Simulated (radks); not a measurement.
# Co²⁰⁺ in [He] 2s2 2p1 3s2: an all-electron calculation

What are the levels of the cobalt ion Co20+, how large are its shells, and how does its energy divide?

Method: scalar-relativistic Kohn-Sham, RPBE, spin-polarised, spherical densities, finite nucleus; open shells are filled with parallel spins first. Code: radks (a radial shooting solver on a logarithmic mesh, Libxc functionals) version 1.

## Step 1: The system

| Property | Result |
| --- | --- |
| element | cobalt (Z = 27) |
| charge | +20 |
| electrons | 7 |
| configuration | [He] 2s2 2p1 3s2 |
| nuclear rms radius | 3.7875 fm |

Outer shells as boxes (Hund's rule):

Co²⁰⁺
```
[He] core
2s [↑↓]
2p [↑ ][  ][  ]
3s [↑↓]
```

## Step 2: Self-consistent calculation

The run's settings:

```text
Z 27
configuration [He] 2s2 2p1 3s2
relativity scalar-relativistic
functional rpbe,pbe
spin polarised
nucleus finite rms 3.7875 fm
c 137.035999084
```

Started as:

```sh
python run_ks.py task.json out
```

The same process makes all the runs of this session.

What does the calculation give?

**Answer**, as computed:

```
                        quantity                      value
                    total energy        -1008.29326 hartree
exchange-correlation share of it                     2.76 %
                            −T/E                     1.0171
          highest occupied level        3s down, -748.88 eV
    most extended occupied level  3s down, <r> = 0.565 bohr
 radius at density 0.001 e/bohr³                  1.30 bohr
    maxima of the radial density                          3
```

**Reading.** The radial density shows 3 maxima for 3 occupied principal shells. −T/E is 1.017: with relativity the kinetic term as defined here no longer equals −E. This is not the tabulated ground configuration, so its levels and sizes aren't those of the ground state, and no measured value stands beside it.
